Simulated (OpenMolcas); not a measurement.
**One shape, several levels: doublet C2H3In−**

We compute a comparison of 6 runs (UHF/3-21G, U-revPBE/def2-SVPD, UBHLYP/def2-SVPD, UM06-L/def2-SVPD, UPBE0/def2-SVPD, USVWN5/def2-SVPD) of doublet C2H3In−. 

Program for the calculation: OpenMolcas 26.06.

### 1 Starting point

The species is C2H3In− (6 atoms), meant as a doublet with charge -1. As SMILES of the parent species, `C#[C][InH2]`. Geometry: relaxed at PBE0-D4/def2-TZVP. That shape belongs to the parent species and isn't relaxed for this state.

Bond lengths: C1–C2 1.210 Å, C2–In3 2.097 Å, C1–H4 1.067 Å, In3–H5 1.713 Å, In3–H6 1.713 Å. Angles: C1–C2–In3 180.0°, C2–C1–H4 180.0°, C2–In3–H5 117.0°, C2–In3–H6 117.0°, H5–In3–H6 126.0°.

### 2 The energy at UHF/3-21G (run 1)

Contents of job.inp:

```
* C2H3In Hartree-Fock
&gateway
baslib
$CurrDir
coord
6
angstrom
C       -0.186600      -1.928000       0.015100
C       -0.070400      -0.723400       0.005900
In       0.131900       1.363900      -0.010600
H       -0.289000      -2.989600       0.023300
H        0.673500       2.081500      -1.468800
H       -0.259400       2.195500       1.435000
basis
3-21G
group
NoSym
&seward
&scf
uhf
charge
-1
spin
2
thresholds
1e-10 1e-07 1e-07 1e-05
prorbitals
1 2
```

The basis set 3-21G is read from a file made from the Basis Set Exchange's data (not shown).

Run with:

```
export MOLCAS_MEM=1860
pymolcas job.inp > job.log
```

The log of the run:

```text
--- Start Module: gateway ---
[...]
--- Stop Module: gateway /rc=_RC_ALL_IS_WELL_ ---
--- Start Module: seward ---
[...]
      Basis functions           55
--- Stop Module: seward /rc=_RC_ALL_IS_WELL_ ---
[...]
--- Start Module: scf ---
[...]
       Convergence after  25 Iterations
[...]
::    Total SCF energy                              -5791.6906529030
[...]
      Total spin, S                                     0.5441835362
[...]
      Total electronic charge=   65.000000
      Total            charge=   -1.000000
[...]
      Dipole Moment (debye):
      Origin of the operator (angstrom)=    0.0859    0.8892   -0.0069
                   X= -4.5275E-02               Y= -4.6900E-01               Z=  4.3055E-03           Total=  4.7120E-01
      Center of Charge (angstrom)
[...]
--- Stop Module: scf /rc=_RC_ALL_IS_WELL_ ---
[...]
```

Run time: 8.1 s. Hardware: 1 thread of Intel Xeon at 2.50GHz (Skylake/Cascade Lake), shared host; peak memory 0.39 GiB.

### 3 A single-point energy at U-revPBE/def2-SVPD (core potential) (run 2)

Contents of coord.xyz:

```xyz
6

C     -0.186600    -1.928000     0.015100
C     -0.070400    -0.723400     0.005900
In     0.131900     1.363900    -0.010600
H     -0.289000    -2.989600     0.023300
H      0.673500     2.081500    -1.468800
H     -0.259400     2.195500     1.435000
```

Contents of mol.input:

```
* C2H3In Kohn-Sham DFT

&GATEWAY
  BasLib = $CurrDir
  Coord = coord.xyz
  Basis = def2-SVPD
  Group = NoSym

&SEWARD
  GridInput
  Grid=UltraFine
  End of Grid

&SCF
  UHF
  Charge = -1
  Spin = 2
  KSDFT = revPBE
  Thresholds = 1e-10 1e-07 1e-07 1e-05
  PrOrbitals = 1
```

The basis set def2-SVPD is read from a file made from the Basis Set Exchange's data (not shown).

Run with:

```
export MOLCAS_MEM=1860
pymolcas mol.input > mol.log
```

The log of the run:

```text
--- Start Module: gateway ---
[...]
--- Stop Module: gateway /rc=_RC_ALL_IS_WELL_ ---
--- Start Module: seward ---
[...]
      Basis functions           96
--- Stop Module: seward /rc=_RC_ALL_IS_WELL_ ---
[...]
--- Start Module: scf ---
[...]
       Convergence after  25 Iterations
[...]
::    Total KS-DFT energy                            -268.0297234460
[...]
      Total spin, S                                     0.5018733182
[...]
      Total electronic charge=   37.000000
      Total            charge=   -1.000000
[...]
      Dipole Moment (debye):
      Origin of the operator (angstrom)=    0.0859    0.8892   -0.0069
                   X= -2.3788E-02               Y= -2.5114E-01               Z=  2.4250E-03           Total=  2.5228E-01
      Center of Charge (angstrom)
[...]
--- Stop Module: scf /rc=_RC_ALL_IS_WELL_ ---
[...]
```

It took 2.3 min on 1 thread of Intel Xeon at 2.50GHz (Skylake/Cascade Lake), shared host; peak memory 0.53 GiB.

Runs 3 to 5 aren't shown in full; the table further down has their settings and results.

### 4 A single-point energy at USVWN5/def2-SVPD (core potential) (run 6)

Contents of geom.xyz:

```xyz
6

C     -0.186600    -1.928000     0.015100
C     -0.070400    -0.723400     0.005900
In     0.131900     1.363900    -0.010600
H     -0.289000    -2.989600     0.023300
H      0.673500     2.081500    -1.468800
H     -0.259400     2.195500     1.435000
```

Contents of mol.inp:

```
&GATEWAY
 BasLib
 $CurrDir
 Coord
 geom.xyz
 Basis
 def2-SVPD
 Group
 NoSym

&SEWARD
 GridInput
 Grid=UltraFine
 End of Grid

&SCF
 UHF
 Charge
 -1
 Spin
 2
 KSDFT
 SVWN5
 Thresholds
 1e-10 1e-07 1e-07 1e-05
 PrOrbitals
 1 1
```

The basis set def2-SVPD is read from a file made from the Basis Set Exchange's data (not shown).

Run with:

```
export MOLCAS_MEM=1860
pymolcas mol.inp > mol.log
```

The log of the run:

```text
--- Start Module: gateway ---
[...]
--- Stop Module: gateway /rc=_RC_ALL_IS_WELL_ ---
--- Start Module: seward ---
[...]
      Basis functions           96
--- Stop Module: seward /rc=_RC_ALL_IS_WELL_ ---
[...]
--- Start Module: scf ---
[...]
       Convergence after  26 Iterations
[...]
::    Total KS-DFT energy                            -266.9552746645
[...]
      Total spin, S                                     0.5007821591
[...]
      Total electronic charge=   37.000000
      Total            charge=   -1.000000
[...]
      Dipole Moment (debye):
      Origin of the operator (angstrom)=    0.0859    0.8892   -0.0069
                   X= -6.1235E-03               Y= -6.8723E-02               Z=  9.5005E-04           Total=  6.9002E-02
      Center of Charge (angstrom)
[...]
--- Stop Module: scf /rc=_RC_ALL_IS_WELL_ ---
[...]
```

It took 98 s on 1 thread of Intel Xeon at 2.50GHz (Skylake/Cascade Lake), shared host; peak memory 0.53 GiB.

### 5 The series

| run | level | integration grid | energy (Eh) | HOMO energy (eV) | LUMO energy (eV) | ⟨S²⟩ | wall time |
| --- | --- | --- | --- | --- | --- | --- | --- |
| 1 | UHF/3-21G | – | -5791.690653 | 0.04 | 6.72 | 0.840 | 8.1 s |
| 2 | U-revPBE/def2-SVPD (core potential) | UltraFine | -268.029723 | 1.90 | 2.87 | 0.754 | 2.3 min |
| 3 | UBHLYP/def2-SVPD (core potential) | UltraFine | -267.866088 | 0.80 | 4.07 | 0.758 | 2.5 min |
| 4 | UM06-L/def2-SVPD (core potential) | UltraFine | -268.120355 | 2.04 | 2.43 | 0.753 | 3.2 min |
| 5 | UPBE0/def2-SVPD (core potential) | UltraFine | -267.899585 | 1.21 | 3.48 | 0.756 | 2.2 min |
| 6 | USVWN5/def2-SVPD (core potential) | UltraFine | -266.955275 | 1.79 | 2.44 | 0.752 | 98 s |

### 6 What came out

| quantity | value |
| --- | --- |
| run 6: total energy | -266.95527 Eh |
| run 6: HOMO energy (highest over α and β) | 1.79 eV |
| run 6: LUMO energy (lowest over α and β) | 2.44 eV |
| run 6: ⟨S²⟩ | 0.752 |

Totals of different functionals can't be ranked against each other. Some runs of one species differ in core potentials or relativity; totals across that change don't compare. In runs 1, 2, 3, 4, 5, 6 the HOMO lies above zero, so the outermost electron may be held by the basis alone. In run 1 relativity is left out where basis or elements ask for it. All runs together took 12 min, the longest 3.2 min.
